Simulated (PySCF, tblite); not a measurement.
**C4H6N2OSi: geometry, infrared bands and NMR shifts**

Wanted: the infrared bands and NMR shifts of C4H6N2OSi (`[H]/N=C\[C@]([SiH3])(C#N)C=O`), by calculation.

The runs use tblite 0.8.0 and PySCF 2.14.0, with density-fitted response routines of our own; the level of theory stands in each step. All values are computed, except where a source is named. Atoms count from 0, in the outputs and in this text.

### 1 The starting structure

14 atoms, charge 0, multiplicity 1; geometry from: force field or distance geometry start.

Bonds of the start (Å): N0–C1 1.18, C1–C2 1.48, C2–Si3 1.87, C2–C4 1.48, C4–N5 1.28, C2–C6 1.49, C6–O7 1.24, Si3–H8 1.46, Si3–H9 1.44, Si3–H10 1.47, C4–H11 1.11, N5–H12 1.05, C6–H13 1.10.

### 2 Optimising the geometry with GFN2-xTB

What the job is given:

```
{"job": {"kind": "relax", "xc": "GFN2-xTB", "basis": "xTB"}, "charge": 0, "multiplicity": 1}
N      0.074800    -2.520100    -1.535600
C     -0.054300    -1.515300    -0.937900
C     -0.167400    -0.269600    -0.154600
Si     1.578400     0.220100     0.309600
C     -0.834000     0.749500    -0.989900
N     -1.236900     1.885300    -0.551500
C     -0.973000    -0.609900     1.053800
O     -0.479000    -0.443300     2.176200
H      1.690800     0.561700     1.726000
H      2.041200     1.293500    -0.525400
H      2.423100    -0.957100     0.080800
H     -1.006300     0.550700    -2.067900
H     -1.073700     2.066600     0.473300
H     -1.984300    -1.012600     0.921100
```

The run is started by

```bash
OMP_NUM_THREADS=1 python probes_run.py task.json out
```

One launch serves the whole session: the jobs run in the order shown.

**Question.** This job is followed by: GFN2-xTB harmonic vibrations, gas phase; GIAO PBE0/pcSseg-1 NMR shielding, non-relativistic, gas phase. What will the session give for the following? strongest single infrared mode (GFN2-xTB); zero-point energy (GFN2-xTB); ¹³C shifts against TMS (PBE0/pcSseg-1); ¹H shifts against TMS (PBE0/pcSseg-1, means over atoms taken as alike); ¹⁵N shifts against NH3 (PBE0/pcSseg-1); ²⁹Si shifts against TMS (PBE0/pcSseg-1); ¹⁷O shifts against H2O (PBE0/pcSseg-1).

The runs gave:

| quantity | value |
| --- | --- |
| strongest single infrared mode (GFN2-xTB) | 1755 cm⁻¹, 378 km/mol |
| zero-point energy (GFN2-xTB) | 55.6 kcal/mol |
| ¹³C shifts against TMS (PBE0/pcSseg-1) | 201.9, 158.5, 122.4, 49.5 ppm |
| ¹H shifts against TMS (PBE0/pcSseg-1, means over atoms taken as alike) | 12.62, 10.05, 7.86, 4.13 ppm |
| ¹⁵N shifts against NH3 (PBE0/pcSseg-1) | 362.4, 313.9 ppm |
| ²⁹Si shifts against TMS (PBE0/pcSseg-1) | -40.2 ppm |
| ¹⁷O shifts against H2O (PBE0/pcSseg-1) | 685.8 ppm |

In words: Relaxing lowered the energy by 0.603 eV in 104 steps; the close pair that moved most is C2–Si3, from 1.872 to 1.961 Å. All 36 modes are real, so the xTB geometry is a minimum. The strongest single mode, at 1755 cm⁻¹, moves mainly C4, C6 and N5. Unscaled tight-binding wavenumbers are off by several per cent, some by more. Its intensities can rank the bands wrongly. At PBE0/pcSseg-1: The widest tensor belongs to O7: span 1374 ppm, with a paramagnetic part of -750 ppm.
